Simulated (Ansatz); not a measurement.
**GeS (triplet): from a generated start to a stationary point**

Aim: relax a generated start of GeS (triplet) and see which bonds hold.

Computed with Ansatz 0.2.0, Gaussian basis. Level: UKS PBE0/def2-TZVP.

### 1 The system as given

2 atoms, charge 0, spin multiplicity 3.

Atoms are counted from 1 here; the program's logs count them from 0.

Bond lengths: Ge1–S2 2.092 Å.

The start is set by covalent radii. Sticks and bond lists go by distance. No spin-orbit coupling is included. 

### 2 The run

The input, in.yaml:

```yaml
crystal:
  periodic: [false, false, false]
  atoms:
    - {symbol: Ge, position_ang: [0.000000, 0.000000, 0.000000]}
    - {symbol: S, position_ang: [0.000000, 0.000000, 2.092500]}
basis:
  gaussian: {orbitals: def2-TZVP}
magnetization: {spin_polarized: true, initial_magnetization: 2}
hamiltonian: {xc: pbe0}
relax: {f_tol: 0.004, max_steps: 80}
```

Launch:

```bash
$ ansatz run in.yaml --threads 1 --pin off --events-out ev --progress --plain --max-ram 2176MiB
```

Before running it: what results should come out? Wanted: energy gained; shift from the start; total energy; dipole moment; ⟨S²⟩.

The runs gave:

```
                  quantity           value
                     steps               4
             energy gained        0.239 eV
shift from the start (rms)         0.087 Å
              total energy  -67341.1200 eV
             dipole moment          0.88 D
                      ⟨S²⟩           2.010
```

**Reading.** The bonds of the start are those of the end. Ge1–S2 went from 2.092 to 2.266 Å. No vibrations were run, so this is a stationary point, not a proven minimum, and this spin need not be the ground state's.
